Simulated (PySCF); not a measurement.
# C3H5ClN2Si: the cost of one run

Computed with PySCF 2.14.0, with density-fitted response routines of our own, on a single molecule in the gas phase. Atoms are numbered from 0 throughout.

## 1. The starting structure

12 atoms, charge 0, multiplicity 1; geometry from: GFN2-xTB. The atoms were then displaced at random by about 0.01 Å, so the start is not that level's minimum.

Bonds of the start (Å): Si0–C1 1.90, C1–C2 1.37, C2–N3 1.32, N3–C4 1.35, C4–Cl5 1.70, C4–N6 1.31, N6–C1 1.37, Si0–H7 1.48, Si0–H8 1.43, Si0–H9 1.47, C2–H10 1.07, N3–H11 1.03.

## 2. Optimising the geometry at PBE0-D3(BJ)/def2-SVP

The job: settings as JSON, then the geometry in Å.

```
{"job": {"xc": "PBE0", "basis": "def2-SVP", "d3": "d3bj", "grid": 1, "shake": 0.01, "kind": "geom"}, "charge": 0, "multiplicity": 1}
Si     2.189370     0.288730     0.048950
C      0.303710     0.087810    -0.000140
C     -0.475150    -1.044330     0.018000
N     -1.729230    -0.638560    -0.028290
C     -1.728820     0.710640    -0.088400
Cl    -3.162290     1.628680    -0.156000
N     -0.509630     1.184260    -0.063900
H      2.629690     0.998120    -1.177210
H      2.741710    -1.028740     0.131270
H      2.546070     1.082000     1.239000
H     -0.186010    -2.076940     0.085020
H     -2.579740    -1.219930    -0.017320
```

Command:

```bash
$ OMP_NUM_THREADS=1 python probes_run.py task.json out
```

One launch serves the whole session: the jobs run in the order shown.

Q: Estimate the wall time and peak memory of this first job on 1 thread of Arm Neoverse V2, shared host.

About 69 s, with a peak of 0.51 GiB.
